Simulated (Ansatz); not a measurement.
The system is Mg6AlCo.

```xyz
8
Lattice="4.7376 0.0000 0.0000 0.0000 3.0612 5.2893 0.0000 -3.0612 5.2893" Properties=species:S:1:pos:R:3 pbc="T T T"
Co    2.3688    0.0000    3.3525
Al    0.0000    0.0000    1.9254
Mg    2.3688    0.0000    8.8205
Mg    2.3688   -1.5725    6.2238
Mg    2.3688    1.5725    6.2238
Mg    0.0000    0.0000    7.0575
Mg    0.0000   -1.4453    4.3557
Mg    0.0000    1.4453    4.3557
```

The cell comes from a database or a generator and needn't be the stable form of this composition.

```yaml
Program: Ansatz 0.2.0
Task: single point
Functional: PBE
Potentials_or_basis: Ansatz PAW
Cutoff: "420 eV (not typed: the program's choice for these potentials)"
k_mesh: 6 × 5 × 5
Occupations: fermi-dirac, width 0.05 eV
Spin: collinear spin, ferromagnetic start
Starting_moments: "[2.0, 0.0, 0.0, 0.0, 0.0, 0.0, 0.0, 0.0] μB"
```

On this cell: pressure -0.1 GPa; largest force 0.065 eV/Å; net moment 0.38 μB per cell; site moments Co +0.52; Al -0.01; Mg -0.01, -0.00 μB; band gap on the k mesh none (metal or under the smearing width).

The same run follows on a disturbed copy (atoms moved at random, drawn with an rms of 0.05 Å):

```xyz
8
Lattice="4.7376 0.0000 0.0000 0.0000 3.0612 5.2893 0.0000 -3.0612 5.2893" Properties=species:S:1:pos:R:3 pbc="T T T"
Co    2.3280   -0.0397    3.3451
Al    0.0132   -0.0086    1.9005
Mg    2.3918    0.0178    8.8438
Mg    2.3581   -1.5520    6.1856
Mg    2.3268    1.5693    6.2321
Mg   -0.0092    0.0421    7.0825
Mg   -0.0487   -1.4626    4.3286
Mg    0.0280    1.4721    4.4043
```

Problem. What does the disturbed cell give?

Solution. The energy (extrapolated to zero smearing) moves by +5.3 meV/atom; pressure -0.1 GPa; largest force 0.340 eV/Å; net moment 0.38 μB per cell; site moments Co +0.53; Al -0.01; Mg -0.01, -0.00 μB; band gap on the k mesh none (metal or under the smearing width).

Forces on the atoms (eV/Å):
```
Co   0.023  0.057 -0.045
Al  -0.115  0.176  0.184
Mg  -0.192 -0.114 -0.120
Mg  -0.027  0.003  0.127
Mg   0.257  0.057  0.008
Mg  -0.007 -0.243 -0.068
Mg   0.190  0.237  0.151
Mg  -0.129 -0.174 -0.237
```

Stress tensor (GPa, compression positive):
```
 0.59  0.31 -0.10
 0.31 -0.74  0.00
-0.10  0.00 -0.24
```
